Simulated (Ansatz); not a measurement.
The system is CrAuS2.

```xyz
4
Lattice="1.7411 1.0053 7.1543 -1.7411 1.0053 7.1543 0.0000 -2.0105 7.1543" Properties=species:S:1:pos:R:3 pbc="T T T"
Au    0.0000    0.0000    3.5908
Cr    0.0000    0.0000   14.3101
S     0.0000    0.0000    5.8959
S     0.0000    0.0000    1.2813
```

- Program: Ansatz 0.2.0
- Task: relaxation of cell and atoms
- Functional: PBE
- Potentials or basis: Ansatz PAW
- Cutoff: 420 eV (not typed: the program's choice for these potentials)
- k mesh: 9 × 9 × 9
- Occupations: fermi-dirac, width 0.05 eV
- Spin: collinear spin, ferromagnetic start
- Starting moments: [0.0, 3.0, 0.0, 0.0] μB

At the start: volume 18.78 Å³/atom.

How do energy, volume and symmetry change on relaxing?

It ends after 7 steps and the volume is 19.47 Å³/atom (+3.7 %); space group R-3m (No. 166, to 0.05 Å); moment 3.00 μB per cell.

The path:
| step | energy change (eV) | largest force (eV/Å) | volume (Å³) |
| --- | --- | --- | --- |
| 1 | 0.0000 | 0.1288 | 75.13 |
| 2 | -0.0215 | 0.2051 | 77.61 |
| 3 | -0.0240 | 0.0114 | 77.96 |
| 4 | -0.0241 | 0.0055 | 77.89 |
| 5 | -0.0241 | 0.0003 | 77.88 |
| 6 | -0.0241 | 0.0002 | 77.88 |
| 7 | -0.0247 | 0.0002 | 77.88 |

Final structure:
```cif
data_structure
_symmetry_space_group_name_H-M 'P 1'
_symmetry_Int_Tables_number 1
_cell_length_a 7.4111
_cell_length_b 7.4111
_cell_length_c 7.4111
_cell_angle_alpha 27.743
_cell_angle_beta 27.743
_cell_angle_gamma 27.743
_cell_volume 77.88
loop_
_atom_site_label
_atom_site_type_symbol
_atom_site_fract_x
_atom_site_fract_y
_atom_site_fract_z
_atom_site_occupancy
Au1 Au 0.16711 0.16711 0.16711 1
Cr1 Cr 0.66711 0.66711 0.66711 1
S1 S 0.27543 0.27543 0.27543 1
S2 S 0.05879 0.05879 0.05879 1
```

Caveat: the plane-wave basis is chosen anew once the cell has moved, so the energies of steps on either side of that aren't comparable; a cell with one magnetic atom can't hold antiferromagnetic order, which such compounds often take.
